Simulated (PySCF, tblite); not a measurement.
# monosilicic acid (SiH4O4): dynamics, then NMR shifts on frames

How do NMR shifts of monosilicic acid (SiH4O4) (`O[Si](O)(O)O`) change as the atoms move?

Programs: tblite 0.8.0 and PySCF 2.14.0, with density-fitted response routines of our own. Each step states its level of theory. These are calculated values for one molecule in the gas phase, unless marked as measured. Atoms count from 0, in the outputs and in this text.

### Step 1. Starting geometry

9 atoms, charge 0, multiplicity 1; geometry from: GFN2-xTB.

Bonds of the start (Å): O0–Si1 1.62, Si1–O2 1.62, Si1–O3 1.62, Si1–O4 1.62, O0–H5 0.95, O2–H6 0.95, O3–H7 0.95, O4–H8 0.95.

### Step 2. A short Langevin run with GFN2-xTB

Job settings and geometry (Å):

```
{"job": {"kind": "md", "xc": "GFN2-xTB", "basis": "xTB", "temperature": 300, "steps": 2000, "every": 50, "frames": 5}, "charge": 0, "multiplicity": 1}
O      0.516667     1.304715    -0.823488
Si     0.001645     0.001000    -0.002015
O      1.146307    -1.139506    -0.171711
O     -1.456835    -0.382175    -0.606583
O     -0.200108     0.222029     1.594803
H     -0.105982     2.003144    -1.001235
H      1.533570    -1.269288    -1.032078
H     -1.996120    -1.005357    -0.129414
H      0.574419     0.271432     2.146541
```

Method: GFN2-xTB Langevin dynamics, gas phase.

On the command line:

```
> OMP_NUM_THREADS=1 python probes_run.py task.json out
```

The driver reads the jobs from task.json and runs them one after another.

The program printed:

```text
t/fs     T/K      E/eV
    0.0   279.1   -550.30395
   25.0   138.1   -550.02880
   50.0   254.1   -550.07785
   75.0   219.2   -550.01940
  100.0   269.7   -550.04206
  125.0   195.6   -550.01390
  150.0   244.0   -550.05908
  175.0   212.4   -550.01313
  200.0   299.8   -550.09169
  225.0   288.3   -549.99134
  250.0   242.4   -550.04661
  275.0   226.5   -549.96993
  300.0   373.1   -550.05913
  325.0   281.6   -549.95039
  350.0   290.4   -549.80768
  375.0   459.6   -550.01360
  400.0   431.4   -549.85914
  425.0   406.7   -549.93252
  450.0   283.4   -549.73480
  475.0   299.6   -549.81883
  500.0   246.4   -549.85928
  525.0   396.9   -550.00488
  550.0   385.1   -550.06693
  575.0   272.3   -549.95482
  600.0   174.5   -549.80689
  625.0   324.1   -550.07829
  650.0   281.5   -550.06346
  675.0   376.9   -550.07891
  700.0   207.8   -549.85062
  725.0   449.9   -550.01262
  750.0   408.6   -549.87249
  775.0   416.6   -549.79913
  800.0   293.5   -549.84983
  825.0   295.7   -549.96844
  850.0   327.8   -550.11209
  875.0   180.5   -549.87473
  900.0   364.5   -550.02260
  925.0   301.5   -549.96055
  950.0   318.2   -550.06788
  975.0   236.1   -549.97981
 1000.0   290.5   -550.06055
```

It took 4.6 s on 1 thread of Arm Neoverse V2, shared host; peak memory 0.18 GiB.

Distance from the start (root mean square after alignment): 0 fs 0.00 Å, 200 fs 0.50 Å, 400 fs 0.42 Å, 600 fs 0.58 Å, 800 fs 0.67 Å, 1000 fs 0.68 Å.

Positions (Å) and forces (eV/Å) at 1000 fs:

```xyz
9

O     0.022    1.710   -0.298    1.334   -0.123   -0.315
Si   -0.977    0.537    0.178   -0.129    0.310    1.000
O    -0.707   -0.557   -0.982   -1.064   -1.083    0.029
O    -2.385    1.331    0.390   -0.164   -0.275   -1.142
O    -0.731   -0.125    1.644    0.297   -0.706   -0.781
H     0.842    1.335   -0.659   -0.434    0.628    0.181
H    -1.269   -1.351   -0.990    0.588    0.575   -0.019
H    -2.642    1.697   -0.463   -0.343    0.205    0.530
H    -0.705    0.411    2.413   -0.086    0.468    0.516
```

### Step 3. Nuclear shieldings: 250 fs, PBE0/pcSseg-1

Job settings and geometry (Å):

```
{"job": {"kind": "nmr", "xc": "PBE0", "basis": "pcSseg-1", "pop": false}, "charge": 0, "multiplicity": 1}
O      0.526700     1.156800    -0.460400
Si    -0.075400    -0.244400     0.060500
O      1.089400    -1.403700     0.089200
O     -1.217800    -0.707500    -0.983100
O     -0.670300     0.056800     1.577000
H      1.464700     1.267300    -0.207500
H      1.130700    -2.087000    -0.531100
H     -1.422100    -0.120500    -1.652500
H     -1.386300    -0.550900     1.838000
```

Level: GIAO PBE0/pcSseg-1 NMR shielding, non-relativistic, gas phase.

The program printed:

```text
coarse grid: 8448 points
cycle   1  E = -592.1684526439  dE =  8.682e-01  |g| = 1.264e+00  |ddm| = 2.797e+00
cycle   2  E = -591.9735438874  dE =  1.949e-01  |g| = 1.656e+00  |ddm| = 1.520e+00
cycle   3  E = -592.4379363633  dE = -4.644e-01  |g| = 5.948e-02  |ddm| = 9.122e-01
cycle   4  E = -592.4383324431  dE = -3.961e-04  |g| = 3.784e-02  |ddm| = 5.361e-02
cycle   5  E = -592.4385632427  dE = -2.308e-04  |g| = 7.889e-03  |ddm| = 2.326e-02
cycle   6  E = -592.4385738046  dE = -1.056e-05  |g| = 1.371e-03  |ddm| = 5.485e-03
cycle   7  E = -592.4385741252  dE = -3.207e-07  |g| = 2.955e-04  |ddm| = 1.234e-03
final grid: 78248 points
cycle   8  E = -592.5066768399  dE = -2.028e-05  |g| = 8.332e-03  |ddm| = 1.203e-02
cycle   9  E = -592.5066688990  dE =  7.941e-06  |g| = 1.084e-02  |ddm| = 9.509e-03
cycle  10  E = -592.5066876444  dE = -1.875e-05  |g| = 2.561e-04  |ddm| = 5.421e-03
cycle  11  E = -592.5066876480  dE = -3.610e-09  |g| = 2.230e-04  |ddm| = 2.545e-04
cycle  12  E = -592.5066876562  dE = -8.237e-09  |g| = 2.216e-05  |ddm| = 1.202e-04
cycle  13  E = -592.5066876563  dE = -7.435e-11  |g| = 5.856e-06  |ddm| = 2.111e-05
converged SCF energy = -592.5066876563

GIAO shielding tensors (ppm)
atom      isotropic    diamagn.    paramagn.     s11        s22        s33       span
  0 O      285.664     390.040    -104.376    263.718    274.271    319.002     55.284
  1 Si     416.435     881.023    -464.587    407.603    412.138    429.566     21.963
  2 O      296.181     389.715     -93.535    271.393    275.005    342.143     70.750
  3 O      303.134     389.977     -86.843    277.691    285.912    345.798     68.108
  4 O      279.395     388.905    -109.510    255.092    264.761    318.331     63.239
  5 H       29.262      30.445      -1.183     21.363     24.330     42.095     20.732
  6 H       30.541      33.192      -2.651     22.312     24.121     45.190     22.878
  7 H       31.167      34.432      -3.265     22.365     25.238     45.899     23.534
  8 H       29.390      29.720      -0.330     21.574     24.226     42.370     20.797
```

It took 6.7 s on 1 thread of Arm Neoverse V2, shared host; peak memory 0.5 GiB.

Shifts follow as δ = σ(reference) − σ, with reference shieldings (ppm) from runs at the same level and on the same kind of geometry: ¹H TMS 31.72, ²⁹Si TMS 349.2, ¹⁷O H2O 336.1. The references are single molecules in the gas phase, so shifts against H2O, NH3, PH3, H3PO4 or CFCl3 are not on the usual liquid scales and can be off by tens of ppm. Each atom is listed at this fixed geometry, with no averaging over motion; a spectrum would average atoms that exchange fast.

```
atoms                         environment  σ (ppm)  δ (ppm)
   H5  hydrogen on an oxygen bonded to Si    29.26     2.45
   H8  hydrogen on an oxygen bonded to Si    29.39     2.33
   H6  hydrogen on an oxygen bonded to Si    30.54     1.18
   H7  hydrogen on an oxygen bonded to Si    31.17     0.55
   O4              oxygen bonded to Si, H    279.4     56.7
   O0              oxygen bonded to Si, H    285.7     50.4
   O2              oxygen bonded to Si, H    296.2     39.9
   O3              oxygen bonded to Si, H    303.1     32.9
  Si1               silicon bonded to 4 O    416.4    -67.3
```

Orbitals, density, ELF and potential are computed afterwards from the orbital file.

Frontier orbitals at PBE0/pcSseg-1, with the share of their density that lies nearest to each atom:

```
orbital  energy (eV)                                                                   lies on
   HOMO        -8.85                                                 O4 37 %; O2 28 %; O0 21 %
   LUMO         0.63  H5, H8 about 17 % each; H6, H7 about 14 % each; 4 O atoms about 8 % each
```

ELF in a plane through or near 2 of the atoms.

Ten even steps from '0' (0.00) to '9' (0.89):
```
0000000000000000000000000000
0000000000000000000000000000
0000000000000000000000000000
0000000000000000000000000000
0000000012223320000000000000
0000000156777750001100000000
0000000268889960024410000000
0000000158873971035520000000
0000000157988841134310000000
0000000146786211211100000000
0000000000112468620000000000
0000000000025999963100000000
0000000000037955997400000000
0000000000147999987400000000
0000000000046899864100000000
0000000000013566521000000000
0000000000000011000000000000
0000000000000000000000000000
0000000000000000000000000000
0000000000000000000000000000
```
The map spans 9.6 Å across and 8.5 Å up, centred on the molecule. Atoms in the plane (x, y in Å): O0 (-0.8, 1.2), O3 (0.4, -1.2).

log10 of the density (e/Å³) in the same plane.

Ten even steps from ' ' (-4.0) to '@' (2.2):
```
                                                        
                                                        
                    ........                            
              ..::::::----::::..                        
            ..::--==========--::::::......              
            ::--==++++++++++==----------::..            
          ..--==++****####**++========----::..          
          ..--==++**##@@%%**++==========----..          
          ..::--++++**####**++++========----::..        
            ::--==++++****++++++++======--::..          
            ..::----==++++******++++==--::::..          
              ..::----==++**####**++==--::..            
              ..::::--==++########++====::..            
                ..::--==++**####**++==--::..            
                  ..::--==++++++++==----..              
                    ..::--========--::::                
                      ..::::::::::::..                  
                          ......                        
                                                        
                                                        
```
The map spans 9.6 Å across and 8.5 Å up, centred on the molecule. Atoms in the plane (x, y in Å): O0 (-0.8, 1.2), O3 (0.4, -1.2).

On the surface of density 0.002 e/bohr³ the electrostatic potential runs, from the 1st to the 99th percentile, from -1.60 V near O4 to 2.39 V near H6.

### Step 4. Shielding tensors: 425 fs, PBE0/pcSseg-1

Job settings and geometry (Å):

```
{"job": {"kind": "nmr", "xc": "PBE0", "basis": "pcSseg-1", "pop": false}, "charge": 0, "multiplicity": 1}
O      1.003600     0.778100    -0.355300
Si    -0.189400    -0.309500    -0.134900
O      0.607000    -1.669700    -0.540100
O     -1.410200    -0.074300    -1.209400
O     -0.804000    -0.296700     1.361100
H      0.906300     1.685200    -0.144000
H      0.361800    -2.572800    -0.553000
H     -2.057300    -0.773800    -1.479400
H     -0.279000    -0.575000     2.104800
```

Level: GIAO PBE0/pcSseg-1 NMR shielding, non-relativistic, gas phase.

The program printed:

```text
coarse grid: 8448 points
cycle   1  E = -592.1589901102  dE =  8.463e-01  |g| = 1.278e+00  |ddm| = 2.789e+00
cycle   2  E = -591.9553539396  dE =  2.036e-01  |g| = 1.680e+00  |ddm| = 1.530e+00
cycle   3  E = -592.4358149899  dE = -4.805e-01  |g| = 5.487e-02  |ddm| = 9.150e-01
cycle   4  E = -592.4361806605  dE = -3.657e-04  |g| = 3.232e-02  |ddm| = 4.747e-02
cycle   5  E = -592.4363448926  dE = -1.642e-04  |g| = 8.863e-03  |ddm| = 2.092e-02
cycle   6  E = -592.4363578646  dE = -1.297e-05  |g| = 1.344e-03  |ddm| = 5.495e-03
cycle   7  E = -592.4363581894  dE = -3.248e-07  |g| = 2.450e-04  |ddm| = 1.272e-03
final grid: 78248 points
cycle   8  E = -592.5038156323  dE = -2.149e-05  |g| = 8.294e-03  |ddm| = 1.203e-02
cycle   9  E = -592.5038078312  dE =  7.801e-06  |g| = 1.076e-02  |ddm| = 9.390e-03
cycle  10  E = -592.5038263101  dE = -1.848e-05  |g| = 2.598e-04  |ddm| = 5.332e-03
cycle  11  E = -592.5038263184  dE = -8.301e-09  |g| = 1.625e-04  |ddm| = 2.569e-04
cycle  12  E = -592.5038263226  dE = -4.203e-09  |g| = 4.297e-05  |ddm| = 1.055e-04
cycle  13  E = -592.5038263229  dE = -3.001e-10  |g| = 7.174e-06  |ddm| = 3.044e-05
converged SCF energy = -592.5038263229

GIAO shielding tensors (ppm)
atom      isotropic    diamagn.    paramagn.     s11        s22        s33       span
  0 O      300.340     388.580     -88.240    278.609    284.177    338.232     59.623
  1 Si     434.654     879.501    -444.846    421.605    437.153    445.205     23.600
  2 O      301.025     388.702     -87.677    280.703    284.326    338.046     57.343
  3 O      283.355     389.045    -105.690    259.671    267.183    323.210     63.538
  4 O      286.919     389.332    -102.412    264.151    270.318    326.289     62.138
  5 H       30.451      32.453      -2.002     22.290     23.824     45.239     22.949
  6 H       30.332      32.245      -1.912     22.379     23.171     45.448     23.069
  7 H       28.596      28.996      -0.400     21.308     22.773     41.708     20.400
  8 H       29.772      31.660      -1.889     22.000     23.649     43.665     21.665
```

Wall time 4.3 s (1 thread of Arm Neoverse V2, shared host); peak memory 0.52 GiB.

This run: δ O3 52.7, O4 49.2, O0 35.7, O2 35.1, H7 3.12, H8 1.95 ppm.

[end of part 1 of 2]
